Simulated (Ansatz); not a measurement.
CsLiCr2Te2S3:

```
Cs Li Cr Te S
1.0
     3.67471   -0.00018   -0.00146
     0.00068    6.25849    0.00267
     0.09970    0.01509   18.87835
Cs Li Cr Te S
2 2 4 4 6
Direct
  0.00702 0.99658 0.60964
  0.50622 0.49563 0.63737
  0.49757 0.83290 0.98554
  0.99760 0.33501 0.98513
  0.99390 0.00068 0.13453
  0.49393 0.50024 0.13461
  0.00147 0.66940 0.83098
  0.50140 0.16737 0.83340
  0.01027 0.59621 0.46271
  0.51068 0.22697 0.45459
  0.49158 0.83669 0.22777
  0.99165 0.33648 0.22784
  0.99971 0.99979 0.90043
  0.49974 0.50461 0.89926
  0.99553 0.66614 0.07188
  0.49551 0.16656 0.07160
  0.50316 0.84068 0.76492
  0.00305 0.32804 0.76778
```

The cell was built by a generator and needn't be a form met in nature.

- Program: Ansatz 0.2.0
- Task: relaxation of cell and atoms
- Functional: LDA
- Potentials or basis: Ansatz PAW
- Cutoff: 420 eV (not typed: the program's choice for these potentials)
- k mesh: 5 × 3 × 1
- Occupations: fermi-dirac, width 0.05 eV
- Spin: collinear spin, ferromagnetic start
- Starting moments: [0.0, 0.0, 0.0, 0.0, 3.0, 3.0, 3.0, 3.0, 0.0, 0.0, 0.0, 0.0, 0.0, 0.0, 0.0, 0.0, 0.0, 0.0] μB

At the start: volume 24.12 Å³/atom.

**Question.** How do energy, volume and symmetry change on relaxing?

**Answer.** It ends after 8 steps and the volume is 21.17 Å³/atom (-12.2 %); space group Pm (No. 6, to 0.05 Å); moment 11.09 μB per cell.

Step by step:
| step | energy change (eV) | largest force (eV/Å) | volume (Å³) |
| --- | --- | --- | --- |
| 1 | 0.0000 | 0.6219 | 434.17 |
| 2 | -0.5653 | 0.7743 | 391.73 |
| 3 | -0.6899 | 0.2288 | 383.11 |
| 4 | -0.6939 | 0.0875 | 381.62 |
| 5 | -0.7017 | 0.0893 | 378.00 |
| 6 | -0.7056 | 0.0295 | 383.19 |
| 7 | -0.7086 | 0.0077 | 381.09 |
| 8 | -0.7009 | 0.0079 | 381.09 |

Final structure:
```yaml
crystal:
  lattice:
    - [3.56657, -0.00007, -0.00875]
    - [0.00084, 6.07466, 0.00541]
    - [0.05882, 0.02348, 17.58920]
  atoms:
    - { symbol: Cs, position: [0.00128, 0.99597, 0.60202] }
    - { symbol: Cs, position: [0.50111, 0.49488, 0.62753] }
    - { symbol: Li, position: [0.49967, 0.83485, 0.98915] }
    - { symbol: Li, position: [0.99954, 0.33649, 0.98814] }
    - { symbol: Cr, position: [0.99893, 0.00055, 0.14272] }
    - { symbol: Cr, position: [0.49909, 0.50114, 0.14253] }
    - { symbol: Cr, position: [0.00037, 0.66885, 0.82844] }
    - { symbol: Cr, position: [0.50033, 0.16721, 0.83185] }
    - { symbol: Te, position: [0.00098, 0.60048, 0.44567] }
    - { symbol: Te, position: [0.50129, 0.22458, 0.43661] }
    - { symbol: Te, position: [0.49860, 0.83546, 0.24179] }
    - { symbol: Te, position: [0.99874, 0.33559, 0.24070] }
    - { symbol: S, position: [0.99999, 0.99831, 0.90234] }
    - { symbol: S, position: [0.49999, 0.50482, 0.90082] }
    - { symbol: S, position: [0.99942, 0.66659, 0.07850] }
    - { symbol: S, position: [0.49930, 0.16659, 0.07856] }
    - { symbol: S, position: [0.50072, 0.84106, 0.75969] }
    - { symbol: S, position: [0.00065, 0.32656, 0.76293] }
```

Caveat: the plane-wave basis is chosen anew once the cell has moved, so the energies of steps on either side of that aren't comparable; only a ferromagnetic start was run, and an antiferromagnetic order may lie lower in energy; the PAW data sets come from PBE, with cores solved anew for the run's functional, which leaves a small shift of forces and pressure.
